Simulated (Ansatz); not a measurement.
# Ta4O: how settings move the results

An exercise on one series of results from a longer session: the logs are not shown, and one member is left open.

Program: Ansatz 0.2.0. Level of theory: DFT PBEsol, scalar-relativistic, plane waves, PAW. These are calculated values, not measurements.

1 further run of the same task is left out (set aside as unsound or not needed).

## The starting structure

It takes space group P4/mmm (No. 123, tetragonal). Conventional cell: a = 3.257 Å, b = 3.257 Å, c = 7.409 Å, α = 90.00°, β = 90.00°, γ = 90.00°. Around Ta (site symmetry 4/mmm) lie 4 O at 2.30 Å. Around Ta (site symmetry 4mm) lie 1 O at 2.10 Å. Ta (site symmetry 4/mmm) has 8 Ta at 2.81 Å as nearest neighbours. O (site symmetry 4/mmm) has 6 Ta at 2.10 to 2.30 Å as nearest neighbours.

Structure file:

```
CELL_PARAMETERS angstrom
3.25750 0.00000 0.00000
0.00000 3.25750 0.00000
0.00000 0.00000 7.40934
ATOMIC_POSITIONS crystal
Ta 0.00000 0.00000 0.50000
Ta 0.50000 0.50000 0.78316
Ta 0.50000 0.50000 0.21684
Ta 0.00000 0.00000 0.00000
O 0.50000 0.50000 0.50000
```

Source of the structure: the Materials Project (structure only). It is taken as it stands there.

## The base run, which the others are set against

Input file input.yaml:

```yaml
crystal:
  lattice:
    - [3.257497, 0.0, 0.0]
    - [0.0, 3.257497, 0.0]
    - [0.0, 0.0, 7.409341]
  atoms:
    - { symbol: Ta, position: [0.0, 0.0, 0.5] }
    - { symbol: Ta, position: [0.5, 0.5, 0.783158] }
    - { symbol: Ta, position: [0.5, 0.5, 0.216842] }
    - { symbol: Ta, position: [0.0, 0.0, 0.0] }
    - { symbol: O, position: [0.5, 0.5, 0.5] }
basis:
  ecutwfc: 420
kpoints:
  mp_grid: { grid: [12, 12, 6] }
hamiltonian:
  xc: pbesol
scf:
  occupations: { method: gaussian, width: 0.1 }
output:
  forces: true
  stress: true
  eigenvalues: true
  populations: true
  write_density: true
  write_potential: true
  elf: true
  volumetric_format: npy
```

Its results, from an earlier run: -7957.4753 eV/atom at zero smearing, pressure -8.16 GPa, largest force 0.094 eV/Å, no gap on the mesh, in 8 SCF cycles and 27 s.

The first run:

Input file input.yaml:

```yaml
crystal:
  lattice:
    - [3.257497, 0.0, 0.0]
    - [0.0, 3.257497, 0.0]
    - [0.0, 0.0, 7.409341]
  atoms:
    - { symbol: Ta, position: [0.0, 0.0, 0.5] }
    - { symbol: Ta, position: [0.5, 0.5, 0.783158] }
    - { symbol: Ta, position: [0.5, 0.5, 0.216842] }
    - { symbol: Ta, position: [0.0, 0.0, 0.0] }
    - { symbol: O, position: [0.5, 0.5, 0.5] }
basis:
  ecutwfc: 150
kpoints:
  mp_grid: { grid: [12, 12, 6] }
hamiltonian:
  xc: pbesol
scf:
  occupations: { method: gaussian, width: 0.1 }
output:
  forces: true
  stress: true
  eigenvalues: true
```

Launch:

```bash
$ ansatz run input.yaml --threads 1 --pin off --max-ram 2560MiB --backend cpu --events-out ev --progress --plain --runs-dir out
```

Among the steps run: Plane-wave cutoff set to 150 eV; Plane-wave cutoff set to 200 eV; Plane-wave cutoff set to 250 eV; Plane-wave cutoff: 300 eV; Plane-wave cutoff set to 350 eV; Plane-wave cutoff: 380 eV; Plane-wave cutoff: 460 eV; Plane-wave cutoff set to 520 eV; Plane-wave cutoff: 600 eV; Plane-wave cutoff: 700 eV; Plane-wave cutoff: 850 eV.

One table of the session follows, with a row left open; its other results are not shown here.

It belongs to the step «What the plane-wave cutoff changes». 

```
cutoff (eV)  ΔE (meV/atom)  pressure (GPa)  largest change of a force component (eV/Å)
        150          10675           -8.14                                       3.358
        200           2235           -8.04                                       0.257
        250            463           -8.48                                       0.132
        300            101           -8.13                                       0.020
        350           23.3           -8.16                                       0.007
        380           8.82           -8.15                                       0.002
        420           2.16           -8.16                                       0.000
        460              ?               ?                                           ?
        520           0.54           -8.17                                       0.001
        600           0.27           -8.17                                       0.001
        700           0.14           -8.17                                       0.000
        850           0.00           -8.17                                       0.000
```

**Question.** Estimate the row for cutoff (eV) = 460.

Worked estimate for «ΔE (meV/atom)». A straight line through the neighbours (420, 2.16) and (520, 0.54) gives 2.16 + (0.54 − 2.16) × (460 − 420) / (520 − 420) = 1.51; a parabola fitted to 4 rows on both sides gives 1.30.

The run gave: ΔE (meV/atom): 0.79; pressure (GPa): -8.17; largest change of a force component (eV/Å): 0.001. In «ΔE (meV/atom)» the line misses by +0.72 and the parabola by +0.51. Between these rows the values bend or scatter more than so simple an estimate can follow.

To keep in mind: The listed cell is far from this method's equilibrium (-8.2 GPa, forces up to 0.09 eV/Å), so its values are not those of the relaxed crystal. The settings are coarse, so take the values as rough. Warnings in the runs' records: cutoff below recommended.
